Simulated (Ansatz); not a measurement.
# GaFe3: the cost of one run

Method: DFT LDA, with the methods named in each step, in Ansatz 0.2.0.

### 1 The starting structure

The structure is tetragonal, space group P4/mmm (No. 123). The conventional cell has a = 3.665 Å, b = 3.665 Å, c = 3.775 Å, α = 90.00°, β = 90.00°, γ = 90.00°. Ga (site symmetry 4/mmm) has 12 Fe at 2.59 to 2.63 Å as nearest neighbours. Around Fe (site symmetry mmm) lie 8 Fe at 2.59 to 2.63 Å and 4 Ga at 2.63 Å. Fe (site symmetry 4/mmm) is surrounded by 4 Ga at 2.59 Å and 8 Fe at 2.63 Å.

Coordinates:

```
CELL_PARAMETERS angstrom
3.66454 0.00000 0.00000
0.00000 3.66454 0.00000
0.00000 0.00000 3.77502
ATOMIC_POSITIONS crystal
Ga 0.00000 0.00000 0.00000
Fe 0.00000 0.50000 0.50000
Fe 0.50000 0.00000 0.50000
Fe 0.50000 0.50000 0.00000
```

Elk's input and logs are in atomic units (hartree, bohr).

Atoms are numbered in the order of the input: Ga1, Fe2, Fe3, Fe4.

### 2 Stretched by +2 % along [0.0, 0.0, 1.0] at fixed volume; collinear moments without spin-orbit coupling, PAW

input.yaml

```yaml
crystal:
  lattice:
    - [3.6645360566, 0.0, 0.0]
    - [0.0, 3.6645360566, 0.0]
    - [0.0, 0.0, 3.77502]
  atoms:
    - { symbol: Ga, position: [0.0, 0.0, 0.0] }
    - { symbol: Fe, position: [0.0, 0.5, 0.5], spin: 3.0 }
    - { symbol: Fe, position: [0.5, 0.0, 0.5], spin: 3.0 }
    - { symbol: Fe, position: [0.5, 0.5, 0.0], spin: 3.0 }
magnetization:
  spin_polarized: true
kpoints:
  mp_grid: { grid: [8, 8, 8] }
scf:
  occupations: { method: fermi_dirac, width: 0.05 }
  lower_state_search: "off"
hamiltonian:
  xc: lda
  pseudopotentials: { kind: paw }
output:
  forces: true
  stress: true
  eigenvalues: true
```

Command:

```bash
> ansatz run input.yaml --threads 2 --pin off --max-ram 6144MiB --backend cpu --events-out ev --progress --plain --runs-dir out
```

Q: Estimate wall time and peak memory on 2 threads of Arm Neoverse V1, shared host.

About 19 s, with a peak of 0.47 GiB.
